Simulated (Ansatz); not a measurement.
**Gd (hcp type): how the settings move a single-point run**

How sensitive is a single-point run of Gd (hcp type) to its settings? A reference run comes first, then one run with altered input.

Computed with Ansatz 0.2.0 (reference: DFT, PBE, all-electron PAW with datasets made for the crystal, scalar-relativistic, unless a step's input says otherwise).

1 further run of the same task is left out (it didn't finish).

**1. The structure to begin with**

The structure is hexagonal, space group P6_3/mmc (No. 194). Conventional cell: a = 3.647 Å, b = 3.647 Å, c = 5.840 Å, α = 90.00°, β = 90.00°, γ = 120.00°. Gd (site symmetry -6m2) is surrounded by 12 Gd at 3.60 to 3.65 Å.

As a file:

```
Gd
1.0
     3.64674    0.00000    0.00000
    -1.82337    3.15817    0.00000
     0.00000    0.00000    5.84011
Gd
2
Direct
  0.33333 0.66667 0.25000
  0.66667 0.33333 0.75000
```

**2. Baseline**

input.yaml reads:

```yaml
crystal:
  lattice:
    - [3.6467413035, 0.0, 0.0]
    - [-1.8233706518, 3.1581706098, 0.0]
    - [0.0, 0.0, 5.8401136642]
  atoms:
    - { symbol: Gd, position: [0.3333333333, 0.6666666667, 0.25], spin: 7.0 }
    - { symbol: Gd, position: [0.6666666667, 0.3333333333, 0.75], spin: 7.0 }
magnetization:
  spin_polarized: true
kpoints:
  mp_grid: { grid: [12, 12, 7] }
scf:
  occupations: { method: fermi_dirac, width: 0.05 }
hamiltonian:
  xc: pbe
  pseudopotentials: { kind: all_electron, datasets: crystal }
output:
  forces: true
  stress: true
  eigenvalues: true
```

On the command line:

```bash
> ansatz run input.yaml --threads 1 --pin off --max-ram 3072MiB --backend cpu --events-out ev --progress --plain --runs-dir out
```

**3. Changing settings: dispersion d3bjatm**

input.yaml, as its differences from that of step 2:

```diff
@@ -17,2 +17,3 @@
   pseudopotentials: { kind: all_electron, datasets: crystal }
+  dispersion: d3bjatm
 output:
```

Before running it: what results should come out? Wanted: for each run, ending; energy change; pressure; abs. moment; force.

The runs gave:

| run | ending | energy change | pressure (GPa) | abs. moment (μB) | force (eV/Å) | cycles | time |
| --- | --- | --- | --- | --- | --- | --- | --- |
| reference | converged | 0 | 0.0 | 15.33 | 0.00 | 9 | 70 s |
| 1: dispersion d3bjatm | converged | -408.7 meV/atom (offset of the dispersion model) | -1.9 | 15.33 | 0.00 | 9 | 60 s |

Residual by cycle in the longest SCF loop of each run; runs are numbered as in the table. The quantity is the density residual dr2, in eV.

| cycle | reference | run 1 |
| --- | --- | --- |
| 1 | 0.00791 | 0.00791 |
| 2 | 0.00846 | 0.00846 |
| 3 | 0.00261 | 0.00261 |
| 4 | 7.7e-4 | 7.7e-4 |
| 5 | 1.4e-5 | 1.4e-5 |
| 6 | 5.4e-6 | 5.4e-6 |
| 7 | 3.8e-6 | 3.8e-6 |
| 8 | 5.2e-7 | 5.2e-7 |
| 9 | 1.2e-8 | 1.2e-8 |

The energy moves by -408.7 meV/atom, nearly all of it the dispersion term itself (-408.7 meV/atom); that offset belongs to the model and is no gain or loss of stability; the pressure goes from 0.0 to -1.9 GPa.
